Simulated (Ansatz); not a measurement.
# C₂H₂F₆O₂Si: how energies converge with the basis set

Aim: see how fast density functionals converge with the basis set for C₂H₂F₆O₂Si.

Computed with Ansatz 0.2.0, Gaussian basis. Level: one geometry, several basis sets.

The runs, in order: PBE0-D4/def2-SVP; ωB97M-V/def2-SVP; PBE0-D4/def2-QZVPP; ωB97M-V/def2-QZVPP; the functionals' def2-TZVPP values are taken from earlier runs.

## (1) The geometry

An earlier PBE0-D4 in a triple-zeta def2 set relaxation fixed the geometry.

13 atoms, charge 0, spin multiplicity 1.

Atoms are counted from 1 here; the program's logs count them from 0.

Bond lengths: F1–C2 1.338 Å, C2–F3 1.332 Å, C2–F4 1.325 Å, C2–O5 1.337 Å, O5–Si6 1.654 Å, Si6–O7 1.658 Å, Si6–H12 1.473 Å, Si6–H13 1.466 Å, O7–C8 1.336 Å, C8–F9 1.334 Å, C8–F10 1.323 Å, C8–F11 1.341 Å. Angles: F1–C2–F3 107.5°, F1–C2–F4 108.0°, F1–C2–O5 112.0°, F3–C2–F4 108.1°, F3–C2–O5 111.4°, F4–C2–O5 109.5°, C2–O5–Si6 131.3°, O5–Si6–O7 110.7°, O5–Si6–H12 110.6°, O5–Si6–H13 104.2°, O7–Si6–H12 109.8°, O7–Si6–H13 105.5°, H12–Si6–H13 115.9°, Si6–O7–C8 128.5°, O7–C8–F9 111.3°, O7–C8–F10 110.0°, O7–C8–F11 111.9°, F9–C8–F10 108.1° and more.

## (2) PBE0-D4 in def2-SVP

Contents of in.yaml:

```yaml
crystal:
  periodic: [false, false, false]
  atoms:
    - {symbol: F, position_ang: [0.678409, 0.539724, -2.181722]}
    - {symbol: C, position_ang: [-0.374367, 1.182991, -1.664163]}
    - {symbol: F, position_ang: [-1.426256, 0.371127, -1.758832]}
    - {symbol: F, position_ang: [-0.610009, 2.251660, -2.411177]}
    - {symbol: O, position_ang: [-0.159944, 1.559772, -0.399597]}
    - {symbol: Si, position_ang: [0.614309, 0.800482, 0.849390]}
    - {symbol: O, position_ang: [-0.293398, -0.465561, 1.417709]}
    - {symbol: C, position_ang: [-0.252141, -1.750113, 1.051814]}
    - {symbol: F, position_ang: [0.649141, -2.427547, 1.764269]}
    - {symbol: F, position_ang: [-1.434390, -2.313363, 1.241475]}
    - {symbol: F, position_ang: [0.075515, -1.890740, -0.240452]}
    - {symbol: H, position_ang: [1.935405, 0.312231, 0.418996]}
    - {symbol: H, position_ang: [0.618127, 1.794635, 1.927289]}
basis:
  gaussian: {orbitals: def2-SVP}
hamiltonian: {xc: pbe0, dispersion: d4}
output: {orbitals: {seedname: orbitals}}
```

Run with:

```bash
$ ansatz run in.yaml --threads 4 --pin off --events-out ev --progress --plain --max-ram 63488MiB --backend cpu
```

After this run come: ωB97M-V in def2-SVP; PBE0-D4 in def2-QZVPP; ωB97M-V in def2-QZVPP.

Before running them: what should the planned runs give, taken together? Wanted: PBE0-D4: double and triple zeta above quadruple; ωB97M-V: double and triple zeta above quadruple.

As calculated:

```
                                       quantity           value
PBE0-D4: double and triple zeta above quadruple  31.37, 1.41 eV
ωB97M-V: double and triple zeta above quadruple  31.77, 1.31 eV
```

**Reading.** For PBE0-D4 the step from double to triple zeta gains 29.96 eV and the next only 1.41 eV. These are total energies; as a rule much of such shifts cancels in differences, which this series doesn't test. The LUMO of ωB97M-V is positive and keeps falling with the basis (2.62 to 1.37 eV): an unbound level that the basis holds in place.
